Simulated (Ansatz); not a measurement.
What does this script print? It uses Ansatz 0.2.0, Python API.

Script `scan.py`:
```python
'''Potential curve of CH4GeOS along one bond.'''

import warnings

import ansatz as az
import matplotlib.pyplot as plt
import numpy as np

BASIS_SET = 'def2-SVP'
XC = 'b3lyp'
VDW = 'd4'

warnings.simplefilter('ignore', az.DeckWarning)

geometry = (
    az.Crystal.molecule()
    .atom('O', (-0.7623, 0.1748, -1.4377))
    .atom('C', (-0.508, 0.5573, -0.1311))
    .atom('S', (-1.5529, -0.3257, 1.0104))
    .atom('Ge', (0.7954, -0.6504, 0.6676))
    .atom('H', (-0.0867, 0.6128, -2.0164))
    .atom('H', (-0.3707, 1.6575, 0.085))
    .atom('H', (1.5758, -0.1129, 1.8665))
    .atom('H', (1.0015, -1.9705, -0.1002))
)

symbols = [site.symbol for site in geometry.cartesian_sites]
start = np.array([site.position_ang for site in geometry.cartesian_sites])
axis = (start[4] - start[0]) / np.linalg.norm(start[4] - start[0])
moving = [4]
lengths, energies = [0.873, 0.912, 0.952, 0.992, 1.031, 1.071, 1.111, 1.17], []
for length in lengths:
    xyz = start.copy()
    xyz[moving] += (length - np.linalg.norm(start[4] - start[0])) * axis
    point = az.Crystal.molecule()
    for symbol, place in zip(symbols, xyz):
        point = point.atom(symbol, place.tolist())
    base = point.calculation()
    base = base.basis(gaussian=BASIS_SET).functional(XC, dispersion=VDW)
    report = base.run(threads=1).report
    energies.append(report['free_energy_ev'])
    print(f'r = {length:6.3f} A  E = {energies[-1]:.5f} eV  <S^2> = {abs(report["mean_field"]["state"]["spin_squared"]):.3f}')

# quartic fit about the minimum
fit = np.polynomial.Polynomial.fit(lengths, np.array(energies) - min(energies), 4).convert()
roots = [r.real for r in fit.deriv().roots() if abs(r.imag) < 1e-9 and fit.deriv(2)(r.real) > 0]
r_e = min(roots, key=lambda r: abs(r - lengths[int(np.argmin(energies))]))
print(f'minimum of the fit at {r_e:.4f} A, force constant {fit.deriv(2)(r_e):.2f} eV/A^2')
plt.figure(figsize=(4.5, 3))
plt.plot(lengths, np.array(energies) - min(energies), 'o-')
plt.xlabel('bond length (A)')
plt.ylabel('E - E(min) (eV)')
plt.tight_layout()
plt.savefig('scan.png', dpi=100)
```

```console
$ python scan.py
r =  0.873 A  E = -70490.28160 eV  <S^2> = 0.000
r =  0.912 A  E = -70490.47886 eV  <S^2> = 0.000
r =  0.952 A  E = -70490.56406 eV  <S^2> = 0.000
r =  0.992 A  E = -70490.55923 eV  <S^2> = 0.000
r =  1.031 A  E = -70490.48926 eV  <S^2> = 0.000
r =  1.071 A  E = -70490.36772 eV  <S^2> = 0.000
r =  1.111 A  E = -70490.20938 eV  <S^2> = 0.000
r =  1.170 A  E = -70489.93103 eV  <S^2> = 0.000
minimum of the fit at 0.9691 A, force constant 50.10 eV/A^2
```

Reading the output:
- Total energies depend on the basis set; only differences at equal settings carry meaning.
- The rest of the molecule is held rigid at a force-field or estimated start geometry, and the basis set is modest; single-reference methods fail as a bond breaks.
- b3lyp holds the VWN-RPA fit, as in Gaussian; the form of ORCA and Turbomole is b3lyp5.
- The orbitals are restricted, so S² is zero by construction.
- Timing: 24 s on 1 thread of Intel(R) Xeon(R) Processor @ 2.30GHz, on a shared host, peak memory 0.35 GiB.
